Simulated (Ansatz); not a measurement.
# IrRh4: the cost of one run

Program: Ansatz 0.2.0. Level of theory: DFT PBE, scalar-relativistic, plane waves, PAW. These are calculated values, not measurements.

**1. The system as given**

It takes space group P6_3/mmc (No. 194, hexagonal). Conventional cell: a = 3.022 Å, b = 3.022 Å, c = 17.317 Å, α = 90.00°, β = 90.00°, γ = 120.00°. Ir (site symmetry -6m2) is surrounded by 6 Rh at 2.46 Å. Around Rh (site symmetry 3m) lie 6 Rh at 2.46 Å. Rh (site symmetry 3m) has 3 Rh at 2.46 Å and 3 Ir at 2.46 Å as nearest neighbours.

Structure file:

```cif
data_structure
_symmetry_space_group_name_H-M 'P 1'
_symmetry_Int_Tables_number 1
_cell_length_a 3.0218
_cell_length_b 3.0218
_cell_length_c 17.3173
_cell_angle_alpha 90.000
_cell_angle_beta 90.000
_cell_angle_gamma 120.000
_cell_volume 136.94
loop_
_atom_site_label
_atom_site_type_symbol
_atom_site_fract_x
_atom_site_fract_y
_atom_site_fract_z
_atom_site_occupancy
Ir1 Ir 0.33333 0.66667 0.75000 1
Ir2 Ir 0.66667 0.33333 0.25000 1
Rh1 Rh 0.33333 0.66667 0.95000 1
Rh2 Rh 0.33333 0.66667 0.15000 1
Rh3 Rh 0.33333 0.66667 0.35000 1
Rh4 Rh 0.33333 0.66667 0.55000 1
Rh5 Rh 0.66667 0.33333 0.05000 1
Rh6 Rh 0.66667 0.33333 0.45000 1
Rh7 Rh 0.66667 0.33333 0.65000 1
Rh8 Rh 0.66667 0.33333 0.85000 1
```

The start is an ordering of an alloy on its end members' structure types: elements ordered on the sites of the Bi type, Rh/Ir on Bi (P6_3/mmc, No. 194).

**2. Probe: one point on a coarse mesh**

Contents of input.yaml:

```yaml
crystal:
  lattice:
    - [3.02179657, 0.0, 0.0]
    - [-1.51089829, 2.6169526, 0.0]
    - [0.0, 0.0, 17.3173125]
  atoms:
    - { symbol: Ir, position: [0.33333333, 0.66666667, 0.75] }
    - { symbol: Ir, position: [0.66666667, 0.33333333, 0.25] }
    - { symbol: Rh, position: [0.33333333, 0.66666667, 0.95] }
    - { symbol: Rh, position: [0.33333333, 0.66666667, 0.15] }
    - { symbol: Rh, position: [0.33333333, 0.66666667, 0.35] }
    - { symbol: Rh, position: [0.33333333, 0.66666667, 0.55] }
    - { symbol: Rh, position: [0.66666667, 0.33333333, 0.05] }
    - { symbol: Rh, position: [0.66666667, 0.33333333, 0.45] }
    - { symbol: Rh, position: [0.66666667, 0.33333333, 0.65] }
    - { symbol: Rh, position: [0.66666667, 0.33333333, 0.85] }
basis:
  ecutwfc: 420
kpoints:
  mp_grid: { grid: [6, 6, 1] }
hamiltonian:
  xc: pbe
scf:
  occupations: { method: gaussian, width: 0.1 }
  lower_state_search: "off"
output:
  forces: true
  stress: true
  eigenvalues: true
```

Launch:

```
ansatz run input.yaml --threads 1 --pin off --max-ram 2560MiB --backend cpu --events-out ev --progress --plain --runs-dir out
```

**Question.** How long does this run take on 1 thread of Intel Xeon Platinum 8259CL at 2.50GHz (Skylake/Cascade Lake), shared host, and how much memory does it need?

About 6.9 s, with a peak of 0.51 GiB.
